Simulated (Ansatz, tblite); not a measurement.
**Si32H36 ring sphere (Si₃₂H₃₆): a ladder of methods and basis sets**

Aim: run the singlet of Si32H36 ring sphere (Si₃₂H₃₆) at one geometry on many levels, and compare frontier levels, spin and run time.

Computed with Ansatz 0.2.0, Gaussian basis. Level: as each input shows.

Levels to be run: GFN1-xTB, GFN2-xTB, PBE-D4/def2-TZVP, r2SCAN-D4/def2-TZVP, LDA/def2-TZVP, PBE-D4/def2-SVP, PBE0-D4/def2-SVP, MP2/def2-SVP, RPA/def2-SVP.

1 further run of the same task is left out (set aside as unsound or not needed).

**1. The relaxed structure**

The geometry is that of the singlet, from an earlier relaxation (PBE-D4/def2-SVP).

68 atoms, charge 0, spin multiplicity 1.

Bond lengths: Si1–Si17 2.359 Å, Si1–Si19 2.359 Å, Si1–Si21 2.359 Å, Si1–H33 1.512 Å, Si2–Si18 2.357 Å, Si2–Si19 2.357 Å, Si2–Si22 2.353 Å, Si2–H34 1.512 Å, Si3–Si20 2.360 Å, Si3–Si21 2.359 Å, Si3–Si23 2.359 Å, Si3–H35 1.512 Å, Si4–Si20 2.356 Å, Si4–Si22 2.353 Å, Si4–Si24 2.357 Å, Si4–H36 1.512 Å, Si5–Si18 2.353 Å, Si5–Si26 2.353 Å and more. Angles: Si17–Si1–Si19 102.3°, Si17–Si1–Si21 113.0°, Si17–Si1–H33 109.6°, Si19–Si1–Si21 113.0°, Si19–Si1–H33 109.6°, Si21–Si1–H33 109.0°, Si18–Si2–Si19 107.1°, Si18–Si2–Si22 109.5°, Si18–Si2–H34 109.3°, Si19–Si2–Si22 112.3°, Si19–Si2–H34 110.1°, Si22–Si2–H34 108.5°, Si20–Si3–Si21 113.1°, Si20–Si3–Si23 102.2°, Si20–Si3–H35 109.6°, Si21–Si3–Si23 113.0°, Si21–Si3–H35 109.0°, Si23–Si3–H35 109.6° and more.

PBE0-D4/def2-TZVP was run before; its log isn't repeated, and its numbers join the tables.

**2. GFN1-xTB**

Tight binding, by tblite at 300 K electronic temperature and without a spin-polarisation term:

```python
tblite.interface.Calculator('GFN1-xTB', numbers, positions, charge=0, uhf=0).singlepoint()
```

Energy -2130.3988 eV, HOMO -11.32 eV, LUMO -8.86 eV; 1 s.

**3. GFN2-xTB**

Tight binding, by tblite at 300 K electronic temperature and without a spin-polarisation term:

```python
tblite.interface.Calculator('GFN2-xTB', numbers, positions, charge=0, uhf=0).singlepoint()
```

Energy -1989.6863 eV, HOMO -8.69 eV, LUMO -5.98 eV; 1.6 s.

**4. PBE-D4/def2-TZVP**

start.molden holds the orbitals of an earlier run on this state, given as this run's starting guess.

File in.yaml:

```yaml
crystal:
  periodic: [false, false, false]
  atoms:
    - {symbol: Si, position_ang: [-2.847513, -2.845710, 0.119922]}
    - {symbol: Si, position_ang: [-2.839316, -0.133496, -2.599265]}
    - {symbol: Si, position_ang: [-2.846375, -0.114080, 2.846392]}
    - {symbol: Si, position_ang: [-2.836151, 2.603166, 0.132744]}
    - {symbol: Si, position_ang: [-0.107106, -0.110189, -5.344177]}
    - {symbol: Si, position_ang: [-0.136065, -2.839522, -2.599174]}
    - {symbol: Si, position_ang: [-0.133570, -0.133465, 0.133508]}
    - {symbol: Si, position_ang: [2.599727, -2.838843, 0.134131]}
    - {symbol: Si, position_ang: [2.573833, -0.133945, -2.575838]}
    - {symbol: Si, position_ang: [-0.117669, -2.844397, 2.848211]}
    - {symbol: Si, position_ang: [2.601773, -0.133066, 2.837334]}
    - {symbol: Si, position_ang: [-0.130602, 2.573381, -2.576391]}
    - {symbol: Si, position_ang: [-0.103001, 5.344561, 0.102221]}
    - {symbol: Si, position_ang: [2.576265, 2.573360, 0.128917]}
    - {symbol: Si, position_ang: [-0.131233, 2.602177, 2.836683]}
    - {symbol: Si, position_ang: [5.344589, -0.108274, 0.104191]}
    - {symbol: Si, position_ang: [-1.604235, -4.201639, -1.357375]}
    - {symbol: Si, position_ang: [-1.463529, -1.462375, -3.976981]}
    - {symbol: Si, position_ang: [-4.201926, -1.602426, -1.358790]}
    - {symbol: Si, position_ang: [-4.199934, 1.364702, 1.602061]}
    - {symbol: Si, position_ang: [-1.489519, -1.487645, 1.490323]}
    - {symbol: Si, position_ang: [-1.497160, 1.218838, -1.218781]}
    - {symbol: Si, position_ang: [-1.602516, 1.365152, 4.199774]}
    - {symbol: Si, position_ang: [-1.457744, 3.980544, 1.459249]}
    - {symbol: Si, position_ang: [1.360903, -4.199887, 1.605722]}
    - {symbol: Si, position_ang: [1.232518, 1.230367, -3.949813]}
    - {symbol: Si, position_ang: [1.217383, -1.498783, -1.218395]}
    - {symbol: Si, position_ang: [1.219645, 1.218608, 1.496248]}
    - {symbol: Si, position_ang: [3.978601, -1.461772, 1.460464]}
    - {symbol: Si, position_ang: [3.948640, 1.230501, -1.235510]}
    - {symbol: Si, position_ang: [1.360879, -1.599858, 4.201682]}
    - {symbol: Si, position_ang: [1.235305, 3.946891, -1.236140]}
    - {symbol: H, position_ang: [-3.718956, -3.716048, 0.996756]}
    - {symbol: H, position_ang: [-3.695597, 0.763747, -3.464105]}
    - {symbol: H, position_ang: [-3.718438, -0.988764, 3.718264]}
    - {symbol: H, position_ang: [-3.691375, 3.468230, -0.765301]}
    - {symbol: H, position_ang: [-0.970348, 0.758922, -6.227652]}
    - {symbol: H, position_ang: [0.763414, -0.977075, -6.222693]}
    - {symbol: H, position_ang: [0.760604, -3.696020, -3.464397]}
    - {symbol: H, position_ang: [3.463899, -3.695871, -0.763046]}
    - {symbol: H, position_ang: [3.435655, -1.028367, -3.438480]}
    - {symbol: H, position_ang: [-0.993467, -3.715199, 3.720231]}
    - {symbol: H, position_ang: [3.467158, 0.764878, 3.692334]}
    - {symbol: H, position_ang: [-1.023889, 3.436422, -3.438996]}
    - {symbol: H, position_ang: [-0.968033, 6.224323, -0.768868]}
    - {symbol: H, position_ang: [0.767651, 6.226742, 0.965229]}
    - {symbol: H, position_ang: [3.439843, 3.435829, 1.021812]}
    - {symbol: H, position_ang: [0.766936, 3.466544, 3.692480]}
    - {symbol: H, position_ang: [6.224917, -0.973966, -0.765689]}
    - {symbol: H, position_ang: [6.226172, 0.762448, 0.967748]}
    - {symbol: H, position_ang: [-2.584603, -4.825104, -2.323959]}
    - {symbol: H, position_ang: [-0.872656, -5.311691, -0.652252]}
    - {symbol: H, position_ang: [-2.349204, -2.347193, -4.825538]}
    - {symbol: H, position_ang: [-4.823612, -2.582832, -2.326492]}
    - {symbol: H, position_ang: [-5.313384, -0.871883, -0.654820]}
    - {symbol: H, position_ang: [-5.311818, 0.661793, 0.871190]}
    - {symbol: H, position_ang: [-4.820968, 2.332812, 2.582452]}
    - {symbol: H, position_ang: [-2.582744, 2.334827, 4.818631]}
    - {symbol: H, position_ang: [-0.873721, 0.662556, 5.313222]}
    - {symbol: H, position_ang: [-2.341701, 4.831104, 2.343859]}
    - {symbol: H, position_ang: [0.657729, -5.313096, 0.877127]}
    - {symbol: H, position_ang: [2.329321, -4.819180, 2.586919]}
    - {symbol: H, position_ang: [2.129647, 2.126265, -4.773936]}
    - {symbol: H, position_ang: [4.827899, -2.346775, 2.345235]}
    - {symbol: H, position_ang: [4.771752, 2.126742, -2.133227]}
    - {symbol: H, position_ang: [0.656845, -0.866927, 5.311545]}
    - {symbol: H, position_ang: [2.327701, -2.579915, 4.825284]}
    - {symbol: H, position_ang: [2.132439, 4.768877, -2.134004]}
basis:
  gaussian: {orbitals: def2-TZVP, fitting: {mean_field: def2-universal-jkfit}, initial_orbitals: start.molden}
hamiltonian: {xc: pbe, dispersion: d4}
scf: {omitted_lower_state_checks: [starts]}
output: {orbitals: {seedname: orbitals}}
```

Launch:

```sh
$ ansatz run in.yaml --threads 10 --pin off --events-out ev --progress --plain --max-ram 110592MiB --backend cuda --devices 0, --max-vram 75GiB
```

The runs that follow: r2SCAN-D4/def2-TZVP; LDA/def2-TZVP; PBE-D4/def2-SVP; PBE0-D4/def2-SVP; MP2/def2-SVP; RPA/def2-SVP.

**Question.** What will the summary of the whole plan be? Wanted: gap in def2-TZVP, named functionals, smallest and largest; correlation energy, MP2/def2-SVP; binding an atom, functionals in def2-TZVP; PBE0 total energy, smallest basis above largest.

As calculated:

```
                                                 quantity                             value
gap in def2-TZVP, named functionals, smallest and largest  3.50 eV (LDA), 5.18 eV (PBE0-D4)
                         correlation energy, MP2/def2-SVP                         -84.72 eV
                binding an atom, functionals in def2-TZVP    3.41 (PBE-D4) to 3.78 eV (LDA)
          PBE0 total energy, smallest basis above largest    85.38 eV (def2-SVP, def2-TZVP)
```

In words: Orbital gaps of the named functionals in def2-TZVP span 3.50 eV (LDA) to 5.18 eV (PBE0-D4); exact exchange widens it.
